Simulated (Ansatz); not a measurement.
# Cl3HNV: taking an electron away

One table from this session's results is given with a row withheld; the runs are named, their logs left out.

Method: unrestricted cation, the program's frozen cores in correlated methods; program: Ansatz 0.2.0, Gaussian basis.

Levels to be run: UKS PBE-D4/def2-TZVPP; UKS r2SCAN-D4/def2-TZVPP; UKS PBE0-D4/def2-TZVPP; then −ε(HOMO) from the neutral's earlier runs with LDA (SPW92), PBE-D4, revPBE-D4, BLYP-D4, r2SCAN-D4, B97M-V, PBE0-D4, B3LYP-D4, r2SCANh-D4, r2SCAN0-D4, HSE06-D4, BHLYP-D4, CAM-B3LYP-D4, LC-ωPBE, ωB97X-V, ωB97M-V.

**Structure used throughout**

The geometry comes from an earlier relaxation with PBE0-D4 in a triple-zeta def2 set; it is a stationary point.

SMILES `[NH]=[V]([Cl])([Cl])[Cl]`, 6 atoms, charge 0, spin multiplicity 1.

Atoms are counted from 1 here; the program's logs count them from 0.

Bond lengths: N1–V2 1.587 Å, N1–H6 1.013 Å, V2–Cl3 2.139 Å, V2–Cl4 2.139 Å, V2–Cl5 2.139 Å. Angles: V2–N1–H6 180.0°, N1–V2–Cl3 107.5°, N1–V2–Cl4 107.5°, N1–V2–Cl5 107.5°, Cl3–V2–Cl4 111.4°, Cl3–V2–Cl5 111.4°, Cl4–V2–Cl5 111.4°.

Set-up of the first run:

in.yaml

```yaml
crystal:
  periodic: [false, false, false]
  atoms:
    - {symbol: N, position_ang: [-0.555938, 0.462525, 0.953433]}
    - {symbol: V, position_ang: [0.182383, -0.158035, -0.306642]}
    - {symbol: Cl, position_ang: [1.793295, -1.362367, 0.421330]}
    - {symbol: Cl, position_ang: [-1.249586, -1.333732, -1.375528]}
    - {symbol: Cl, position_ang: [0.899887, 1.468509, -1.496119]}
    - {symbol: H, position_ang: [-1.027841, 0.859101, 1.757426]}
basis:
  gaussian: {orbitals: def2-TZVPP}
total_charge: 1
magnetization: {spin_polarized: true, initial_magnetization: 1}
hamiltonian: {xc: pbe, dispersion: d4}
```

Started as:

```console
$ ansatz run in.yaml --threads 2 --pin off --events-out ev --progress --plain --max-ram 32768MiB --backend cpu
```

Among the steps run: Cation, UKS PBE-D4/def2-TZVPP; Cation, UKS r2SCAN-D4/def2-TZVPP; Cation, UKS PBE0-D4/def2-TZVPP.

One table of the session follows, with a row left open; its other results are not shown here.

For comparison, −ε(HOMO) of the neutral from earlier runs:

```
  functional  −ε(HOMO) (eV)
 LDA (SPW92)           7.66
      PBE-D4           7.50
   revPBE-D4           7.44
     BLYP-D4           7.33
   r2SCAN-D4           7.85
      B97M-V           7.92
     PBE0-D4           8.89
    B3LYP-D4           8.61
  r2SCANh-D4           8.36
  r2SCAN0-D4           9.12
    HSE06-D4           8.48
    BHLYP-D4          10.11
CAM-B3LYP-D4          10.23
     LC-ωPBE          11.66
     ωB97X-V              ?
     ωB97M-V          11.10
```

**Question.** Estimate the row for ωB97X-V.

The run gave: −ε(HOMO) (eV): 11.26. In the column «−ε(HOMO) (eV)» it lies between ωB97M-V (11.10) and LC-ωPBE (11.66).
